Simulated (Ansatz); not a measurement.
Geometry optimisation, DFT PBE-D3(BJ), scalar-relativistic, plane waves, PAW in Ansatz 0.2.0.

input.yaml

```yaml
crystal:
  lattice:
    - [5.74906, 0.0, 0.0]
    - [-2.87453, 4.978832, 0.0]
    - [0.0, 0.0, 16.224885]
  atoms:
    - { symbol: W, position: [0.0, 0.0, 0.0616337] }
    - { symbol: C, position: [0.3333333, 0.1666667, 0.1484322] }
    - { symbol: W, position: [0.0, 0.0, 0.2352306] }
    - { symbol: C, position: [0.3333333, 0.1666667, 0.3220291] }
    - { symbol: W, position: [0.0, 0.5, 0.0616337] }
    - { symbol: C, position: [0.3333333, 0.6666667, 0.1484322] }
    - { symbol: W, position: [0.0, 0.5, 0.2352306] }
    - { symbol: C, position: [0.3333333, 0.6666667, 0.3220291] }
    - { symbol: W, position: [0.5, 0.0, 0.0616337] }
    - { symbol: C, position: [0.8333333, 0.1666667, 0.1484322] }
    - { symbol: W, position: [0.5, 0.0, 0.2352306] }
    - { symbol: C, position: [0.8333333, 0.1666667, 0.3220291] }
    - { symbol: W, position: [0.5, 0.5, 0.0616337] }
    - { symbol: C, position: [0.8333333, 0.6666667, 0.1484322] }
    - { symbol: W, position: [0.5, 0.5, 0.2352306] }
    - { symbol: C, position: [0.8333333, 0.6666667, 0.3220291] }
    - { symbol: C, position: [0.5698731, 0.1432089, 0.3787321] }
    - { symbol: H, position: [0.3684586, 0.0833963, 0.4009203] }
    - { symbol: H, position: [0.6307554, 0.0022831, 0.4009203] }
    - { symbol: H, position: [0.7123607, 0.344528, 0.4009203] }
basis:
  ecutwfc: 420.0
kpoints:
  mp_grid: { grid: [5, 5, 1] }
hamiltonian:
  xc: pbe
  dispersion: d3bj
  pseudopotentials: { kind: paw, azcp: { folder: soft_1 } }
scf:
  occupations: { method: gaussian, width: 0.15 }
  lower_state_search: "off"
relax:
  f_tol: 0.03
  max_steps: 60
  adjacent_minimum: "off"
  constraints: [{ sites: [0, 4, 8, 12] }]
output:
  write_density: true
  write_potential: true
  elf: true
  volumetric_format: npy
```

Run as:

```bash
$ ansatz run input.yaml --threads 4 --pin off --max-ram 10240MiB --backend cpu --events-out ev --progress --plain --runs-dir out
```

Question: Where does it end, and by what steps?

Answer: The forces met the threshold. Limits of this set-up: coarse k mesh, thin slab, slab without dipole correction, odd electron count without spin, a typed lattice constant that wasn't relaxed here. After 17 steps the energy has fallen by 6.139 eV; C17 moved furthest, 0.92 Å. Parted: C4–C17 (1.70 → 2.65 Å), C17–H18 (1.09 → 2.56 Å). Joined: C4–H18 (1.42 → 1.09 Å).

```
step  energy less start (eV)  largest force component (eV/Å)  accepted
   0                  0.0000                           4.344       yes
   1                 -2.2140                           2.656       yes
   2                 -2.7286                           2.848       yes
   3                 -3.3050                           3.243       yes
   4                 -4.1425                           3.398       yes
   5                 -4.8858                           1.813       yes
   6                 -5.2752                           0.911       yes
   7                 -5.4507                           0.370       yes
   8                 -5.5483                           0.605       yes
   9                 -5.7332                           1.034       yes
  10                 -5.7873                           1.144       yes
  11                 -5.9383                           0.950       yes
  12                 -6.0768                           0.620       yes
  13                 -6.1198                           0.321       yes
  14                 -6.1301                           0.217       yes
  15                 -6.1379                           0.106       yes
  16                 -6.1388                           0.031       yes
  17                 -6.1388                           0.017       yes
```

```xyz
20
Lattice="5.7491 0.0000 0.0000 -2.8745 4.9788 0.0000 0.0000 0.0000 16.2249" Properties=species:S:1:pos:R:3
W 0.000 0.000 1.000
C 1.447 0.828 2.345
W -0.004 -0.003 3.810
C 1.353 0.826 5.106
W -1.437 2.489 1.000
C 0.001 3.330 2.333
W -1.448 2.503 3.861
C -0.022 3.318 5.000
W 2.875 0.000 1.000
C 4.308 0.832 2.337
W 2.866 0.021 3.882
C 4.385 0.845 5.142
W 1.437 2.489 1.000
C 2.880 3.310 2.317
W 1.429 2.498 3.862
C 2.846 3.373 4.983
C 3.710 0.375 6.237
H 1.202 0.883 6.180
H 4.019 -0.558 6.719
H 3.017 1.005 6.790
```

Whether the end is a true minimum wasn't checked by a vibrational analysis.

Time of the run: 4.1 min on 4 threads of Arm Neoverse V2, with other jobs on the host, peak memory 1.5 GiB.
